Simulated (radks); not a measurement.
# H in 1s1: an all-electron calculation

Wanted: eigenvalues, radial structure and energy terms of neutral hydrogen.

Method: scalar-relativistic Kohn-Sham, PBE, spin-unpolarised, spherical densities, point nucleus. Code: radks (a radial shooting solver on a logarithmic mesh, Libxc functionals) version 1.

### Step 1. The system

```
element       : hydrogen (Z = 1)
charge        : 0
electrons     : 1
configuration : 1s1
```

Outer shells as boxes (Hund's rule):

H
```
1s [↑ ]
```

### Step 2. Self-consistent calculation

Settings of this run:

```text
Z 1
configuration 1s1 2s0 2p0
relativity scalar-relativistic
functional pbe,pbe
spin unpolarised
nucleus point
c 137.035999084
```

Launch:

```
$ python run_ks.py task.json out
```

The same process makes all the runs of this session.

What does the calculation give?

The runs gave:

| quantity | value |
| --- | --- |
| total energy | -0.45893 hartree |
| exchange-correlation share of it | 54.77 % |
| −T/E | 0.9746 |
| highest occupied level | 1s, -6.493 eV |
| most extended occupied level | 1s, <r> = 1.64 bohr |
| radius at density 0.001 e/bohr³ | 2.99 bohr |
| maxima of the radial density | 1 |
| ionisation energy, NIST | 13.598 (theory) eV |

The radial density shows 1 maxima for 1 occupied principal shells. The top level binds by 6.493 eV, 48 % of the NIST ionisation energy of 13.598 eV; the potential of a semilocal functional falls off too fast, so its top eigenvalue is too shallow. Spin polarisation and multiplet splitting are left out.
